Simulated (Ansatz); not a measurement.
**Sn: band gap under strain**

How does strain move the band edges of Sn (diamond), and do the functionals agree on it? States: no strain; +5.0 % biaxial strain in x and y, free along z; +2.0 % equal strain in all directions.

The runs shown are made with Ansatz 0.2.0. PAW datasets, plane waves. Spin-unpolarised throughout; all numbers are computed.

### 1 The structure to begin with

The unstrained cell was relaxed with r2SCAN; in each strained cell the atoms were relaxed again with r2SCAN. Names of k-points are those of the unstrained zone, where strain can split equivalent points. First state: no strain.

The symmetry is Fd-3m (No. 227, cubic); conventional cell a = 6.569 Å, 35.43 Å³ an atom. Sn has 4 Sn at 2.84 Å.

As a file:

```xyz
2
Lattice="0.0000 3.2845 3.2845 3.2845 0.0000 3.2845 3.2845 3.2845 0.0000" Properties=species:S:1:pos:R:3 pbc="T T T"
Sn    0.0000    0.0000    0.0000
Sn    1.6422    1.6422    1.6422
```

### 2 No strain: PBE

The input, input.yaml:

```yaml
crystal:
  lattice:
    - [0.0, 3.284459781, 3.284459781]
    - [3.284459781, 0.0, 3.284459781]
    - [3.284459781, 3.284459781, 0.0]
  atoms:
    - { symbol: Sn, position: [0.0, 0.0, 0.0] }
    - { symbol: Sn, position: [0.25, 0.25, 0.25] }
kpoints:
  mp_grid: { grid: [6, 6, 6] }
  band_path:
    path:
      - [0.0, 0.0, 0.0]
      - [0.5, 0.0, 0.5]
      - [0.625, 0.25, 0.625]
      - [0.375, 0.375, 0.75]
      - [0.5, 0.5, 0.5]
      - [0.5, 0.25, 0.75]
      - [0.0, 0.0, 0.5]
    npoints: 1
hamiltonian:
  xc: pbe
scf:
  occupations: { method: fermi_dirac, width: 0.02 }
  n_extra_bands: 4
output:
  forces: true
  stress: true
  eigenvalues: true
```

Run with:

```
ansatz run input.yaml --threads 2 --pin off --max-ram 2211MiB --backend cpu --events-out ev --progress --plain --runs-dir out
```

Further steps of the session: No strain: r2SCAN; No strain: HSE06; +5.0 % biaxial strain in x and y, free along z: PBE; +5.0 % biaxial strain in x and y, free along z: r2SCAN; +5.0 % biaxial strain in x and y, free along z: HSE06; +2.0 % equal strain in all directions: PBE; +2.0 % equal strain in all directions: r2SCAN; +2.0 % equal strain in all directions: HSE06.

Before running it: what results should come out?

The runs gave:

Least gap in eV (negative: overlap), with the change from the unstrained cell in brackets:

| state | volume change (%) | PBE | r2SCAN | HSE06 |
| --- | --- | --- | --- | --- |
| no strain | +0.0 | -0.16 | 0.00 | 0.00 |
| +5.0 % biaxial strain in x and y, free along z | +4.9 | -0.47 (-0.31) | -0.29 (-0.29) | -0.09 (-0.09) |
| +2.0 % equal strain in all directions | +6.1 | -0.26 (-0.10) | -0.06 (-0.06) | 0.00 (+0.00) |

In words: The largest move of the HSE06 gap in the table is -0.086 eV, under +5.0 % biaxial strain in x and y, free along z. PBE and HSE06 differ by 0.16 eV on the unstrained gap, and by at most 0.23 eV on its change. Spin-orbit coupling is left out of the table, though the cell holds Sn (Z = 50); in an element this heavy it can shift bands and gaps by tenths of an eV.
